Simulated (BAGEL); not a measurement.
# A workflow on C2H2Cl2Si (SMILES C#C[SiH](Cl)Cl)

Wanted: a single-point energy (HF/6-31G*), then the energy (NEVPT2(2,2)/6-31G*), then the energy (CASPT2(2,2)/6-31G*) of C2H2Cl2Si. 

The results are computed with BAGEL 1.2.2.

2 further runs of the same task are left out: 2 set aside as unsound or not needed.

## Step 1: The system as given

C2H2Cl2Si: 7 atoms, total charge 0, spin state singlet. As SMILES, `C#C[SiH](Cl)Cl`. The Si3–Cl4 distance was set to 5.703 Å, away from the relaxed value. At this shape a bond of the SMILES string is far longer than usual.

Bond lengths: C1–C2 1.205 Å, C2–Si3 1.807 Å, Si3–Cl5 2.037 Å, C1–H6 1.066 Å, Si3–H7 1.472 Å. Angles: C1–C2–Si3 179.1°, C2–Si3–Cl5 109.2°, C2–C1–H6 179.8°, C2–Si3–H7 111.4°, Cl5–Si3–H7 108.7°.

## Step 2: The energy at HF/6-31G(d) (density fitting with svp-jkfit, spherical functions) (run 1)

input.json reads:

```json
{ "bagel": [

{
  "title": "molecule",
  "basis": "6-31gs.json",
  "df_basis": "svp-jkfit",
  "angstrom": false,
  "geometry": [
    { "atom": "C", "xyz": [     5.60125973,     2.07244941,     6.72015334 ] },
    { "atom": "C", "xyz": [     5.42286958,     2.79829322,     4.56888912 ] },
    { "atom": "Si", "xyz": [     5.20555108,     3.87146868,     1.33348902 ] },
    { "atom": "Cl", "xyz": [    -2.85462028,    -1.31978473,    -3.58896786 ] },
    { "atom": "Cl", "xyz": [     4.51315542,     7.65753497,     1.29947395 ] },
    { "atom": "H", "xyz": [     5.75319371,     1.43202123,     8.62480830 ] },
    { "atom": "H", "xyz": [     7.56392928,     3.38259653,    -0.05772735 ] }
  ]
},

{ "title": "hf" },

{ "title": "print", "file": "orbitals.molden", "orbitals": true }

]}
```

The basis set 6-31G* is read from a file made from the Basis Set Exchange's data (not shown).

On the command line:

```
$ BAGEL_NUM_THREADS=1 BAGEL input.json > input.out
```

The log of the run:

```text
* using 1 threads per process

  ===============================================================
  ===============================================================

  *** Geometry ***

  { "atom" : "C", "xyz" : [      5.601260,      2.072449,      6.720153 ] },
  { "atom" : "C", "xyz" : [      5.422870,      2.798293,      4.568889 ] },
  { "atom" : "Si", "xyz" : [      5.205551,      3.871469,      1.333489 ] },
  { "atom" : "Cl", "xyz" : [     -2.854620,     -1.319785,     -3.588968 ] },
  { "atom" : "Cl", "xyz" : [      4.513155,      7.657535,      1.299474 ] },
  { "atom" : "H", "xyz" : [      5.753194,      1.432021,      8.624808 ] },
  { "atom" : "H", "xyz" : [      7.563929,      3.382597,     -0.057727 ] },

  Number of auxiliary basis functions:      570

  Since a DF basis is specified, we compute 2- and 3-index integrals:
    o Being stored without compression. Storage requirement is 0.034 GB

  Number of basis functions:       86
  Number of electrons      :       62

    * METHOD: MOLECULE                             0.36

  *** RHF ***

  === Nuclear Repulsion ===
   228.6515119030

      * DIIS with orbital gradients will be used.

  === RHF iteration (6-31gs.json) ===
      0      -1284.37427841          0.01413248           0.12
      1      -1283.87900720          0.01646949           0.11
      2      -1284.49759115          0.00680905           0.11
      3      -1284.54340219          0.00339875           0.11
      4      -1284.55913248          0.00166554           0.11
      5      -1284.56317960          0.00064162           0.11
      6      -1284.56712112          0.00049708           0.11
      7      -1284.56998215          0.00070571           0.11
      8      -1284.57203465          0.00044316           0.11
      9      -1284.57350393          0.00013797           0.11
     10      -1284.57359754          0.00006817           0.11
     11      -1284.57363162          0.00001960           0.11
     12      -1284.57363246          0.00001091           0.12
     13      -1284.57363279          0.00000693           0.12
     14      -1284.57363304          0.00000285           0.12
     15      -1284.57363309          0.00000205           0.12
     16      -1284.57363314          0.00000179           0.11
     17      -1284.57363322          0.00000162           0.11
     18      -1284.57363334          0.00000130           0.11
     19      -1284.57363349          0.00000077           0.11
     20      -1284.57363354          0.00000054           0.11
     21      -1284.57363355          0.00000036           0.12
     22      -1284.57363355          0.00000020           0.12
     23      -1284.57363355          0.00000013           0.12
     24      -1284.57363355          0.00000005           0.12
     25      -1284.57363355          0.00000003           0.11
     26      -1284.57363355          0.00000001           0.11
     27      -1284.57363355          0.00000001           0.12
     28      -1284.57363355          0.00000000           0.12
    * SCF iteration converged.

    * Permanent dipole moment:
           (   -5.449470,    -2.769323,    -4.179009) a.u.

    * METHOD: HF                                   3.54

    * METHOD: PRINT                                0.02

  ===============================================================
```

Wall time 4.2 s (1 thread of Arm Neoverse V1, shared host); peak memory 0.15 GiB.

## Step 3: A single-point energy at NEVPT2(2,2)/6-31G(d) (density fitting with svp-jkfit, spherical functions) (run 2)

nevpt2.json reads:

```json
{ "bagel" : [

{
  "title" : "molecule",
  "basis" : "6-31gs.json",
  "df_basis" : "svp-jkfit",
  "angstrom" : "false",
  "geometry" : [
    { "atom" : "C", "xyz" : [     5.60125973,     2.07244941,     6.72015334 ] },
    { "atom" : "C", "xyz" : [     5.42286958,     2.79829322,     4.56888912 ] },
    { "atom" : "Si", "xyz" : [     5.20555108,     3.87146868,     1.33348902 ] },
    { "atom" : "Cl", "xyz" : [    -2.85462028,    -1.31978473,    -3.58896786 ] },
    { "atom" : "Cl", "xyz" : [     4.51315542,     7.65753497,     1.29947395 ] },
    { "atom" : "H", "xyz" : [     5.75319371,     1.43202123,     8.62480830 ] },
    { "atom" : "H", "xyz" : [     7.56392928,     3.38259653,    -0.05772735 ] }
  ]
},

{ "title" : "hf" },

{ "title" : "nevpt2", "nstate" : 1, "nact" : 2, "nclosed" : 30, "active" : [31, 32], "maxiter" : 200, "natocc" : "true", "ncore" : 17 },

{ "title" : "print", "file" : "orbitals.molden", "orbitals" : "true" }

]}
```

The basis set 6-31G* is read from a file made from the Basis Set Exchange's data (not shown).

On the command line:

```
$ BAGEL_NUM_THREADS=1 BAGEL nevpt2.json > nevpt2.out
```

The log of the run:

```text
* using 1 threads per process

  ===============================================================
  ===============================================================

  *** Geometry ***

  { "atom" : "C", "xyz" : [      5.601260,      2.072449,      6.720153 ] },
  { "atom" : "C", "xyz" : [      5.422870,      2.798293,      4.568889 ] },
  { "atom" : "Si", "xyz" : [      5.205551,      3.871469,      1.333489 ] },
  { "atom" : "Cl", "xyz" : [     -2.854620,     -1.319785,     -3.588968 ] },
  { "atom" : "Cl", "xyz" : [      4.513155,      7.657535,      1.299474 ] },
  { "atom" : "H", "xyz" : [      5.753194,      1.432021,      8.624808 ] },
  { "atom" : "H", "xyz" : [      7.563929,      3.382597,     -0.057727 ] },

  Number of auxiliary basis functions:      570

  Since a DF basis is specified, we compute 2- and 3-index integrals:
    o Being stored without compression. Storage requirement is 0.034 GB

  Number of basis functions:       86
  Number of electrons      :       62

    * METHOD: MOLECULE                             0.35

  *** RHF ***

  === Nuclear Repulsion ===
   228.6515119030

      * DIIS with orbital gradients will be used.

  === RHF iteration (6-31gs.json) ===
      0      -1284.37427841          0.01413248           0.12
      1      -1283.87900720          0.01646949           0.11
      2      -1284.49759115          0.00680905           0.11
[... 25 lines of this table left out ...]
     28      -1284.57363355          0.00000000           0.12
    * SCF iteration converged.

    * Permanent dipole moment:
           (   -5.449470,    -2.769323,    -4.179009) a.u.

    * METHOD: HF                                   3.71

    * freezing 17 orbitals
  ---------------------------
      CASSCF calculation
  ---------------------------

    ==== Active orbitals : =====
         Orbital 31
         Orbital 32
    ============================

    * nstate   :      1
    * nclosed  :     30
    * nact     :      2
    * nvirt    :     54
  === CASSCF iteration (6-31gs.json) ===

    * Using the second-order algorithm

      0  0     -1284.64875770     1.31e-02      0.03

      1  0     -1284.69033314     5.61e-04      0.71
[... 29 lines of this table left out ...]
     16  0     -1284.69058012     7.02e-09      1.00

    * Second-order optimization converged. *

     guess   0:   closed 1.                   open ..

  === FCI iteration ===

      0  0     -1284.50449909     1.08e-01      0.00
      1  0     -1284.66143563     3.97e-02      0.00
      2  0 *   -1284.69058012     2.64e-16      0.00

     * ci vector, state   0, <S^2> = 0.0000
       2.     0.7116180528
       .2    -0.7025665427

  === DF-NEVPT2 calculation ===

    * 3-index integral transformation done
    * assembly done

      NEVPT2 correlation energy:   -0.5400564873      0.18

          (+0)     -0.4674274322
          (+0)'    -0.0104588851
          (+1)     -0.0195038013
          (+1)'    -0.0000000000
          (+2)     -0.0000005621
          (-1)     -0.0426627386
          (-1)'     0.0000000000
          (-2)     -0.0000030680

      NEVPT2 total energy:       -1285.2306366069

    * METHOD: NEVPT2                              15.00

    * METHOD: PRINT                                0.02

  ===============================================================
```

Wall time 19 s (1 thread of Arm Neoverse V1, shared host); peak memory 0.15 GiB.

## Step 4: The energy at CASPT2(2,2)/6-31G(d) (density fitting with svp-jkfit, spherical functions) (run 3)

calc.json reads:

```json
{ "bagel" : [

{
  "title" : "molecule",
  "basis" : "6-31gs.json",
  "df_basis" : "svp-jkfit",
  "angstrom" : false,
  "geometry" : [
    { "atom" : "C", "xyz" : [     5.60125973,     2.07244941,     6.72015334 ] },
    { "atom" : "C", "xyz" : [     5.42286958,     2.79829322,     4.56888912 ] },
    { "atom" : "Si", "xyz" : [     5.20555108,     3.87146868,     1.33348902 ] },
    { "atom" : "Cl", "xyz" : [    -2.85462028,    -1.31978473,    -3.58896786 ] },
    { "atom" : "Cl", "xyz" : [     4.51315542,     7.65753497,     1.29947395 ] },
    { "atom" : "H", "xyz" : [     5.75319371,     1.43202123,     8.62480830 ] },
    { "atom" : "H", "xyz" : [     7.56392928,     3.38259653,    -0.05772735 ] }
  ]
},

{
  "title" : "hf"
},

{
  "title" : "casscf",
  "nstate" : 1,
  "nact" : 2,
  "nclosed" : 30,
  "active" : [31, 32],
  "maxiter" : 200,
  "natocc" : true
},

{
  "title" : "print",
  "file" : "orbitals.molden",
  "orbitals" : true
},

{
  "title" : "smith",
  "method" : "caspt2",
  "ms" : true,
  "xms" : true,
  "sssr" : true,
  "shift" : 0.2,
  "shift_imag" : true,
  "ncore" : 17
}

]}
```

The basis set 6-31G* is read from a file made from the Basis Set Exchange's data (not shown).

On the command line:

```
$ BAGEL_NUM_THREADS=1 BAGEL calc.json > calc.out
```

The log of the run:

```text
* using 1 threads per process

  ===============================================================
  ===============================================================

  *** Geometry ***

  { "atom" : "C", "xyz" : [      5.601260,      2.072449,      6.720153 ] },
  { "atom" : "C", "xyz" : [      5.422870,      2.798293,      4.568889 ] },
  { "atom" : "Si", "xyz" : [      5.205551,      3.871469,      1.333489 ] },
  { "atom" : "Cl", "xyz" : [     -2.854620,     -1.319785,     -3.588968 ] },
  { "atom" : "Cl", "xyz" : [      4.513155,      7.657535,      1.299474 ] },
  { "atom" : "H", "xyz" : [      5.753194,      1.432021,      8.624808 ] },
  { "atom" : "H", "xyz" : [      7.563929,      3.382597,     -0.057727 ] },

  Number of auxiliary basis functions:      570

  Since a DF basis is specified, we compute 2- and 3-index integrals:
    o Being stored without compression. Storage requirement is 0.034 GB

  Number of basis functions:       86
  Number of electrons      :       62

    * METHOD: MOLECULE                             0.38

  *** RHF ***

[... 11 lines left out ...]
    * SCF iteration converged.
[... 1 line left out ...]
    * Permanent dipole moment:
[... 27 lines left out ...]
    * Second-order optimization converged. *
[... 9 lines left out ...]
     * ci vector, state   0, <S^2> = 0.0000
[... 16 lines left out ...]
    * Zeroth order energy : state  0       -0.4458230223

    * CASPT2 iteration is performed using orthogonal basis

      -------------------------------------------  CASPT2 iteration  ---------------------------------------------------
       #      aibj      arbs      arbi      airj      risj      airs      arst      rist         Etot      error   time
      ------------------------------------------------------------------------------------------------------------------

       0  -0.46435  -0.00000  -0.04684  -0.02175  -0.00000  -0.01023   0.00000   0.00000   -0.5431757  0.0003511   0.09
       1  -0.46437  -0.00000  -0.04686  -0.02176  -0.00000  -0.01027  -0.00000  -0.00000   -0.5432612  0.0000325   0.09
       2  -0.46437  -0.00000  -0.04686  -0.02176  -0.00000  -0.01027  -0.00000  -0.00000   -0.5432620  0.0000034   0.09
       3  -0.46437  -0.00000  -0.04686  -0.02176  -0.00000  -0.01027  -0.00000  -0.00000   -0.5432620  0.0000003   0.09

      ------------------------------------------------------------------------------------------------------------------

    * CASPT2 energy : state  0    -1285.2379809674
        w/o shift correction      -1285.2338421166
        reference weight              0.8215760636

    * METHOD: SMITH                                0.66

  ===============================================================
```

Wall time 20 s (1 thread of Arm Neoverse V1, shared host); peak memory 0.18 GiB.

## Step 5: What came out

```
                               quantity           value
         run 1, HF/6-31G*: total energy  -1284.57363 Eh
        run 1, HF/6-31G*: dipole moment         18.82 D
          run 1, HF/6-31G*: HOMO energy        -7.13 eV
          run 1, HF/6-31G*: LUMO energy        -4.16 eV
        run 1, HF/6-31G*: HOMO–LUMO gap         2.97 eV
run 2, NEVPT2(2,2)/6-31G*: total energy  -1285.23064 Eh
run 3, CASPT2(2,2)/6-31G*: total energy  -1285.23798 Eh
```

One bond (run 1, HF/6-31G*) is far stretched, which a spin-restricted single reference describes badly; a broken-symmetry solution may lie lower.
